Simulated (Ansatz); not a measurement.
# CH₆OSiTe: a ladder of functionals and wavefunction methods

The task here is to estimate one member of a computed series from the others.

Computed with Ansatz 0.2.0, Gaussian basis. Level: functionals in def2-TZVPP, the program's frozen cores in correlated methods.

Plan: PBE-D4, r2SCAN-D4, PBE0-D4, B3LYP-D4, ωB97X-V, ωB97M-V, B2PLYP; CCSD(T)/def2-TZVPP; MP2/def2-QZVPP; extrapolation to the limit.

## The geometry

An earlier PBE0-D4 in a triple-zeta def2 set relaxation fixed the geometry. Te takes the def2 core potential; no spin-orbit term is included.

SMILES `OC[SiH2][TeH]`, 10 atoms, charge 0, spin multiplicity 1.

Atoms are counted from 1 here; the program's logs count them from 0.

Bond lengths: O1–C2 1.414 Å, O1–H5 0.960 Å, C2–Si3 1.894 Å, C2–H6 1.093 Å, C2–H7 1.102 Å, Si3–Te4 2.490 Å, Si3–H8 1.490 Å, Si3–H9 1.488 Å, Te4–H10 1.658 Å. Angles: C2–O1–H5 108.8°, O1–C2–Si3 114.1°, O1–C2–H6 106.6°, O1–C2–H7 111.8°, Si3–C2–H6 109.3°, Si3–C2–H7 108.4°, H6–C2–H7 106.3°, C2–Si3–Te4 114.0°, C2–Si3–H8 108.5°, C2–Si3–H9 109.4°, Te4–Si3–H8 104.0°, Te4–Si3–H9 111.2°, H8–Si3–H9 109.5°, Si3–Te4–H10 91.5°.

Geometry (Å):

```xyz
10

O    -1.4748    0.8017   -0.9792
C    -0.8103    0.6912    0.2645
Si    0.3811   -0.7769    0.3779
Te    2.2397   -0.7021   -1.2780
H    -1.9312   -0.0235   -1.1615
H    -0.2523    1.6209    0.4039
H    -1.5207    0.6285    1.1042
H    -0.3639   -2.0195    0.0290
H     0.9012   -0.8842    1.7678
H     2.9142    0.6128   -0.5256
```

The first run:

in.yaml

```yaml
crystal:
  periodic: [false, false, false]
  atoms:
    - {symbol: O, position_ang: [-1.474815, 0.801678, -0.979176]}
    - {symbol: C, position_ang: [-0.810302, 0.691202, 0.264516]}
    - {symbol: Si, position_ang: [0.381138, -0.776867, 0.377897]}
    - {symbol: Te, position_ang: [2.239712, -0.702128, -1.277999]}
    - {symbol: H, position_ang: [-1.931230, -0.023509, -1.161485]}
    - {symbol: H, position_ang: [-0.252289, 1.620908, 0.403856]}
    - {symbol: H, position_ang: [-1.520746, 0.628520, 1.104246]}
    - {symbol: H, position_ang: [-0.363942, -2.019521, 0.029023]}
    - {symbol: H, position_ang: [0.901249, -0.884152, 1.767773]}
    - {symbol: H, position_ang: [2.914225, 0.612768, -0.525551]}
basis:
  gaussian: {orbitals: def2-TZVPP}
hamiltonian: {xc: pbe, dispersion: d4}
output: {forces: true, orbitals: {seedname: orbitals}}
```

The run is started by

```console
$ ansatz run in.yaml --threads 4 --pin off --events-out ev --progress --plain --max-ram 10444MiB
```

Among the steps run: PBE-D4 (GGA); r2SCAN-D4 (meta-GGA); PBE0-D4 (hybrid); B3LYP-D4 (hybrid); ωB97X-V (range-separated); ωB97M-V (range-separated); B2PLYP (double hybrid); CCSD(T) in def2-TZVPP; MP2 in def2-QZVPP.

One table of the session follows, with a row left open; its other results are not shown here.

It belongs to the step «Atomisation energies». 

```
            method  atomisation energy (kJ/mol)
            PBE-D4                       3229.5
         r2SCAN-D4                       3187.6
           PBE0-D4                       3174.9
          B3LYP-D4                       3183.3
           ωB97X-V                       3203.3
           ωB97M-V                            ?
            B2PLYP                       3139.3
     HF/def2-TZVPP                       2250.2
    MP2/def2-TZVPP                       3129.4
   CCSD/def2-TZVPP                       3057.3
CCSD(T)/def2-TZVPP                       3106.0
           MP2/CBS                       3232.2
       CCSD(T)/CBS                       3208.8
```

Q: Estimate the row for ωB97M-V from the others.

**Answer.** atomisation energy (kJ/mol): 3185.6. In the column «atomisation energy (kJ/mol)» it lies between B3LYP-D4 (3183.3) and r2SCAN-D4 (3187.6).

Limits of these values: Free atoms (1 O, 1 C, 1 Si, 1 Te, 6 H) were run apart at each level; the atomisation energy is their sum less the molecule, without zero-point or spin-orbit terms.
